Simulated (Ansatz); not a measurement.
Write the native input for Ansatz 0.2.0 that does the following.

```
Task                                : phonons
Functional                          : PBEsol
Potentials or basis                 : Ansatz PAW
Cutoff                              : 420 eV (not typed: the program's choice for these potentials)
k mesh                              : 6 × 6 × 6
Occupations                         : fermi-dirac, width 0.05 eV
Spin                                : no spin polarisation
q mesh                              : 2 × 2 × 2
Path                                : [["G", "L", "B1"], ["B", "Z", "G", "X"], ["Q", "F", "P1", "Z"], ["L", "P"]]
Points for each segment of the path : 8
```

Crystal: BiTe.

```
Bi Te
1.0
     2.42271    1.39875    3.31729
    -2.42271    1.39875    3.31729
     0.00000   -2.79750    3.31729
Bi Te
1 1
Direct
  0.50000 0.50000 0.50000
  0.00000 0.00000 0.00000
```

The cell comes from a database or a generator and needn't be the stable form of this composition.

The input as run:

input.yaml

```yaml
crystal:
  lattice:
    - [2.4227077728, 1.3987509848, 3.3172919545]
    - [-2.4227077728, 1.3987509848, 3.3172919545]
    - [0.0, -2.7975019696, 3.3172919545]
  atoms:
    - { symbol: Bi, position: [0.5, 0.5, 0.5] }
    - { symbol: Te, position: [0.0, 0.0, 0.0] }
hamiltonian:
  xc: pbesol
  pseudopotentials: { kind: paw }
kpoints:
  mp_grid: { grid: [6, 6, 6] }
scf:
  occupations: { method: fermi_dirac, width: 0.05 }
phonons:
  method: dfpt
  qmesh: [2, 2, 2]
  temperatures: { t_max: 1000, t_step: 100 }
  qpath:
    path:
      - [[0.0, 0.0, 0.0], [0.5, 0.0, 0.0], [0.5, 0.2851949954, -0.2851949954]]
      - [[0.7148050046, 0.5, 0.2851949954], [0.5, 0.5, 0.5], [0.0, 0.0, 0.0], [0.3925974977, 0.0, -0.3925974977]]
      - [[0.6074025023, 0.3925974977, 0.0], [0.5, 0.5, 0.0], [0.6074025023, 0.6074025023, 0.2851949954], [0.5, 0.5, 0.5]]
      - [[0.5, 0.0, 0.0], [0.7148050046, 0.3925974977, 0.3925974977]]
    npoints: 8
```

Potentials or basis: Ansatz PAW.

Command:

```sh
$ ansatz run input.yaml --threads 2 --pin off --max-ram 5632MiB --backend cpu --events-out ev --progress --plain --runs-dir out
```

It gave:

| Quantity | Value |
| --- | --- |
| Band gap on the k mesh | none (metal or under the smearing width) |
| Highest phonon frequency | 107 cm⁻¹ |
| Most unstable mode | 26i cm⁻¹ |

Caveat: some modes are imaginary; spin-orbit coupling is left out, which moves the levels of the heavy elements; the q mesh is small, so phonon branches between its points and thermal values are rough; some levels weren't fully converged.

It took 79 s on 2 threads of Arm Neoverse V2 (shared host), peak memory 0.7 GiB.
